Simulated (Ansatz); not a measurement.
CsEu3 under changes of volume

One of the cells (54.216 Å³/atom); the others are scaled copies at fixed shape and fractional positions:

```xyz
4
Lattice="0.0000 4.7685 4.7685 4.7685 0.0000 4.7685 4.7685 4.7685 0.0000" Properties=species:S:1:pos:R:3 pbc="T T T"
Eu    4.7685    4.7685    4.7685
Eu    7.1528    7.1528    7.1528
Eu    2.3843    2.3843    2.3843
Cs    0.0000    0.0000    0.0000
```

The cell comes from a database or a generator and needn't be the stable form of this composition.

| Quantity | Value |
| --- | --- |
| Program | Ansatz 0.2.0 |
| Functional | PBE |
| Potentials or basis | Ansatz PAW |
| Cutoff | 420 eV (not typed: the program's choice for these potentials) |
| k mesh | 5 × 5 × 5 |
| Occupations | fermi-dirac, width 0.05 eV |
| Spin | collinear spin, ferromagnetic start |
| Starting moments | [7.0, 7.0, 7.0, 0.0] μB |

```tsv
volume (Å³/atom)	energy over the lowest point (meV/atom)	pressure (GPa)	moment (μB per cell)
50.963	?	?	?
52.047	0.46	0.2	22.88
53.131	0.00	0.0	22.85
54.216	0.71	-0.2	22.82
55.300	2.53	-0.3	22.79
56.384	5.27	-0.5	22.75
57.469	8.89	-0.6	22.71
```

What does the run at 50.963 Å³/atom give?

Energy over the lowest point 2.19 meV/atom; pressure 0.3 GPa; moment 22.90 μB per cell.

Worked out: A Birch-Murnaghan fit of order 3 (a polynomial in V^(-2/3)) to the other rows has its minimum at 52.99 Å³/atom with B0 = V·E''(V) = 8.8 GPa and B' = 4.4. It gives 2.27 meV/atom at 50.963 Å³/atom, against the run's 2.19, and -dE/dV = 0.4 GPa, against 0.3. A straight line through the other rows of the moment, of slope -0.0311 μB per Å³/atom, extrapolates to 22.92 μB, against the run's 22.90.

Energies are extrapolated to zero smearing.

Caveats: without U or exact exchange the open f shell lies at the Fermi level, which spoils levels, moments and volumes.
